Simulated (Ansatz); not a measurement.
**Hf3Si2F: a trial structure relaxed**

Aim: relax a trial structure of Hf3Si2F and see where it ends.

Program: Ansatz 0.2.0. Level of theory: DFT PBE, scalar-relativistic, plane waves, PAW. These are calculated values, not measurements.

## (1) The starting structure

The structure is hexagonal, space group P-6m2 (No. 187). The conventional cell has a = 4.095 Å, b = 4.095 Å, c = 8.920 Å, α = 90.00°, β = 90.00°, γ = 120.00°. Hf (site symmetry -6m2) is surrounded by 3 Hf at 2.36 Å and 6 Si at 3.24 Å. Hf (site symmetry -6m2) has 3 F at 2.36 Å and 6 Si at 3.26 Å as nearest neighbours. Si (site symmetry 3m) has 9 Hf at 3.24 to 3.26 Å and 3 F at 3.26 Å as nearest neighbours. F (site symmetry -6m2) has 3 Hf at 2.36 Å as nearest neighbours.

Coordinates:

```cif
data_structure
_symmetry_space_group_name_H-M 'P-6m2'
_symmetry_Int_Tables_number 187
_cell_length_a 4.0947
_cell_length_b 4.0947
_cell_length_c 8.9201
_cell_angle_alpha 90.000
_cell_angle_beta 90.000
_cell_angle_gamma 120.000
_cell_volume 129.52
loop_
_atom_site_label
_atom_site_type_symbol
_atom_site_symmetry_multiplicity
_atom_site_Wyckoff_symbol
_atom_site_fract_x
_atom_site_fract_y
_atom_site_fract_z
_atom_site_occupancy
Hf1 Hf 1 f 0.66667 0.33333 0.50000 1
Hf2 Hf 1 a 0.00000 0.00000 0.00000 1
Hf3 Hf 1 b 0.00000 0.00000 0.50000 1
Si1 Si 2 h 0.33333 0.66667 0.25167 1
F1 F 1 e 0.66667 0.33333 0.00000 1
```

Recipe of the guess: species swapped into a database cell of Sr2Al3Ge (P-6m2, No. 187), with Si on the Sr sites, Hf on the Al sites and F on the Ge sites. Its size is a rough estimate.

## (2) Probe: one point on a coarse mesh

The input, input.yaml:

```yaml
crystal:
  lattice:
    - [4.09471014, 0.0, 0.0]
    - [-2.04735507, 3.54612301, 0.0]
    - [0.0, 0.0, 8.92011587]
  atoms:
    - { symbol: Hf, position: [0.66666667, 0.33333333, 0.5] }
    - { symbol: Hf, position: [0.0, 0.0, 0.0] }
    - { symbol: Hf, position: [0.0, 0.0, 0.5] }
    - { symbol: Si, position: [0.33333333, 0.66666667, 0.251672] }
    - { symbol: Si, position: [0.33333333, 0.66666667, 0.748328] }
    - { symbol: F, position: [0.66666667, 0.33333333, 0.0] }
basis:
  ecutwfc: 420
kpoints:
  mp_grid: { grid: [6, 6, 2] }
hamiltonian:
  xc: pbe
scf:
  occupations: { method: gaussian, width: 0.1 }
  lower_state_search: "off"
output:
  forces: true
  stress: true
  eigenvalues: true
```

Launch:

```
$ ansatz run input.yaml --threads 1 --pin off --max-ram 2560MiB --backend cpu --events-out ev --progress --plain --runs-dir out
```

Further runs follow: a loose first relaxation; another rough relaxation; final relaxation.

Q: Predict the outcome of this session. Wanted: conventional cell; volume; energy over the elements; gap on the mesh.

As calculated:

```
                                                              quantity                                                                       value
                                symmetry at the end (tolerance 0.05 Å)                                                 space group P-6m2 (No. 187)
                                                     conventional cell  a = 4.541 Å, b = 4.541 Å, c = 5.790 Å, α = 90.00°, β = 90.00°, γ = 120.00°
                                                                volume                                                               17.23 Å³/atom
energy over the elements (uncorrected; H, N, O, F and Cl as molecules)                                                               -0.41 eV/atom
                                                       gap on the mesh                                                                none (metal)
```

What this shows: The space group P-6m2 (No. 187) is kept, and the volume per atom shrinks by 20.2 % from the first guess. It lies below the elements, which doesn't yet make it stable: competing phases were not computed in this session. No finished test with a distortion of lower symmetry is shown, so the end may be a saddle point. The runs treat Hf without spin-orbit coupling. The final runs have no spin polarisation, so no magnetic state was tried and one may lie lower.
